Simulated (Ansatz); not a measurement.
# Li27H26I: the cost of one run

Computed with Ansatz 0.2.0 (DFT, PBE, plane-wave PAW, default files, scalar-relativistic, as far as a step names no other, unless a step's input says otherwise).

## Step 1: The starting structure

The structure is cubic, space group Fm-3m (No. 225). The conventional cell has a = 12.052 Å, b = 12.052 Å, c = 12.052 Å, α = 90.00°, β = 90.00°, γ = 90.00°. Li (site symmetry 3m) is surrounded by 6 H at 2.01 Å. Li (site symmetry 4mm) has 5 H at 2.01 Å and 1 I at 2.01 Å as nearest neighbours. Around Li (site symmetry mm2) lie 6 H at 2.01 Å. Around Li (site symmetry m-3m) lie 6 H at 2.01 Å. Around I (site symmetry m-3m) lie 6 Li at 2.01 Å. H (site symmetry mm2) has 6 Li at 2.01 Å as nearest neighbours. H (site symmetry 3m) has 6 Li at 2.01 Å as nearest neighbours. H (site symmetry 4mm) is surrounded by 6 Li at 2.01 Å.

As a file:

```xyz
54
Lattice="0.0000 6.0259 6.0259 6.0259 0.0000 6.0259 6.0259 6.0259 0.0000" Properties=species:S:1:pos:R:3 pbc="T T T"
Li    0.0000    0.0000    0.0000
Li    2.0086    2.0086    0.0000
Li    4.0172    4.0172    0.0000
Li    2.0086    0.0000    2.0086
Li    4.0172    2.0086    2.0086
Li    6.0259    4.0172    2.0086
Li    4.0172    0.0000    4.0172
Li    6.0259    2.0086    4.0172
Li    8.0345    4.0172    4.0172
Li    0.0000    2.0086    2.0086
Li    2.0086    4.0172    2.0086
Li    4.0172    6.0259    2.0086
Li    2.0086    2.0086    4.0172
Li    4.0172    4.0172    4.0172
Li    6.0259    6.0259    4.0172
Li    4.0172    2.0086    6.0259
Li    6.0259    4.0172    6.0259
Li    8.0345    6.0259    6.0259
Li    0.0000    4.0172    4.0172
Li    2.0086    6.0259    4.0172
Li    4.0172    8.0345    4.0172
Li    2.0086    4.0172    6.0259
Li    4.0172    6.0259    6.0259
Li    6.0259    8.0345    6.0259
Li    4.0172    4.0172    8.0345
Li    6.0259    6.0259    8.0345
Li    8.0345    8.0345    8.0345
I     2.0086    2.0086    2.0086
H     4.0172    4.0172    2.0086
H     6.0259    6.0259    2.0086
H     4.0172    2.0086    4.0172
H     6.0259    4.0172    4.0172
H     8.0345    6.0259    4.0172
H     6.0259    2.0086    6.0259
H     8.0345    4.0172    6.0259
H    10.0431    6.0259    6.0259
H     2.0086    4.0172    4.0172
H     4.0172    6.0259    4.0172
H     6.0259    8.0345    4.0172
H     4.0172    4.0172    6.0259
H     6.0259    6.0259    6.0259
H     8.0345    8.0345    6.0259
H     6.0259    4.0172    8.0345
H     8.0345    6.0259    8.0345
H    10.0431    8.0345    8.0345
H     2.0086    6.0259    6.0259
H     4.0172    8.0345    6.0259
H     6.0259   10.0431    6.0259
H     4.0172    6.0259    8.0345
H     6.0259    8.0345    8.0345
H     8.0345   10.0431    8.0345
H     6.0259    6.0259   10.0431
H     8.0345    8.0345   10.0431
H    10.0431   10.0431   10.0431
```

Atom 28 of the input is the impurity.

## Step 2: First run, atoms as given

input.yaml reads:

```yaml
crystal:
  lattice:
    - [0.0, 6.0258581757, 6.0258581757]
    - [6.0258581757, 0.0, 6.0258581757]
    - [6.0258581757, 6.0258581757, 0.0]
  atoms:
    - { symbol: Li, position: [0.0, 0.0, 0.0] }
    - { symbol: Li, position: [0.0, 0.0, 0.3333333333] }
    - { symbol: Li, position: [0.0, 0.0, 0.6666666667] }
    - { symbol: Li, position: [0.0, 0.3333333333, 0.0] }
    - { symbol: Li, position: [0.0, 0.3333333333, 0.3333333333] }
    - { symbol: Li, position: [0.0, 0.3333333333, 0.6666666667] }
    - { symbol: Li, position: [0.0, 0.6666666667, 0.0] }
    - { symbol: Li, position: [0.0, 0.6666666667, 0.3333333333] }
    - { symbol: Li, position: [0.0, 0.6666666667, 0.6666666667] }
    - { symbol: Li, position: [0.3333333333, 0.0, 0.0] }
    - { symbol: Li, position: [0.3333333333, 0.0, 0.3333333333] }
    - { symbol: Li, position: [0.3333333333, 0.0, 0.6666666667] }
    - { symbol: Li, position: [0.3333333333, 0.3333333333, 0.0] }
    - { symbol: Li, position: [0.3333333333, 0.3333333333, 0.3333333333] }
    - { symbol: Li, position: [0.3333333333, 0.3333333333, 0.6666666667] }
    - { symbol: Li, position: [0.3333333333, 0.6666666667, 0.0] }
    - { symbol: Li, position: [0.3333333333, 0.6666666667, 0.3333333333] }
    - { symbol: Li, position: [0.3333333333, 0.6666666667, 0.6666666667] }
    - { symbol: Li, position: [0.6666666667, 0.0, 0.0] }
    - { symbol: Li, position: [0.6666666667, 0.0, 0.3333333333] }
    - { symbol: Li, position: [0.6666666667, 0.0, 0.6666666667] }
    - { symbol: Li, position: [0.6666666667, 0.3333333333, 0.0] }
    - { symbol: Li, position: [0.6666666667, 0.3333333333, 0.3333333333] }
    - { symbol: Li, position: [0.6666666667, 0.3333333333, 0.6666666667] }
    - { symbol: Li, position: [0.6666666667, 0.6666666667, 0.0] }
    - { symbol: Li, position: [0.6666666667, 0.6666666667, 0.3333333333] }
    - { symbol: Li, position: [0.6666666667, 0.6666666667, 0.6666666667] }
    - { symbol: I, position: [0.1666666667, 0.1666666667, 0.1666666667] }
    - { symbol: H, position: [0.1666666667, 0.1666666667, 0.5] }
    - { symbol: H, position: [0.1666666667, 0.1666666667, 0.8333333333] }
    - { symbol: H, position: [0.1666666667, 0.5, 0.1666666667] }
    - { symbol: H, position: [0.1666666667, 0.5, 0.5] }
    - { symbol: H, position: [0.1666666667, 0.5, 0.8333333333] }
    - { symbol: H, position: [0.1666666667, 0.8333333333, 0.1666666667] }
    - { symbol: H, position: [0.1666666667, 0.8333333333, 0.5] }
    - { symbol: H, position: [0.1666666667, 0.8333333333, 0.8333333333] }
    - { symbol: H, position: [0.5, 0.1666666667, 0.1666666667] }
    - { symbol: H, position: [0.5, 0.1666666667, 0.5] }
    - { symbol: H, position: [0.5, 0.1666666667, 0.8333333333] }
    - { symbol: H, position: [0.5, 0.5, 0.1666666667] }
    - { symbol: H, position: [0.5, 0.5, 0.5] }
    - { symbol: H, position: [0.5, 0.5, 0.8333333333] }
    - { symbol: H, position: [0.5, 0.8333333333, 0.1666666667] }
    - { symbol: H, position: [0.5, 0.8333333333, 0.5] }
    - { symbol: H, position: [0.5, 0.8333333333, 0.8333333333] }
    - { symbol: H, position: [0.8333333333, 0.1666666667, 0.1666666667] }
    - { symbol: H, position: [0.8333333333, 0.1666666667, 0.5] }
    - { symbol: H, position: [0.8333333333, 0.1666666667, 0.8333333333] }
    - { symbol: H, position: [0.8333333333, 0.5, 0.1666666667] }
    - { symbol: H, position: [0.8333333333, 0.5, 0.5] }
    - { symbol: H, position: [0.8333333333, 0.5, 0.8333333333] }
    - { symbol: H, position: [0.8333333333, 0.8333333333, 0.1666666667] }
    - { symbol: H, position: [0.8333333333, 0.8333333333, 0.5] }
    - { symbol: H, position: [0.8333333333, 0.8333333333, 0.8333333333] }
kpoints:
  mp_grid: { grid: [3, 3, 3] }
scf:
  occupations: { method: fermi_dirac, width: 0.01 }
hamiltonian:
  xc: pbe
  pseudopotentials: { kind: paw }
output:
  forces: true
  stress: true
  populations: true
  efg:
    quadrupole_moments_barn: { Li: -0.0401, I: -0.68822, H: 0.00285783 }
    contact_densities: true
```

Launch:

```sh
> ansatz run input.yaml --threads 1 --pin off --max-ram 3072MiB --backend cpu --events-out ev --progress --plain --runs-dir out
```

What time and memory should one allow on 1 thread of Intel Xeon 6975P-C (Granite Rapids), shared host?

About 16 s, with a peak of 0.89 GiB.
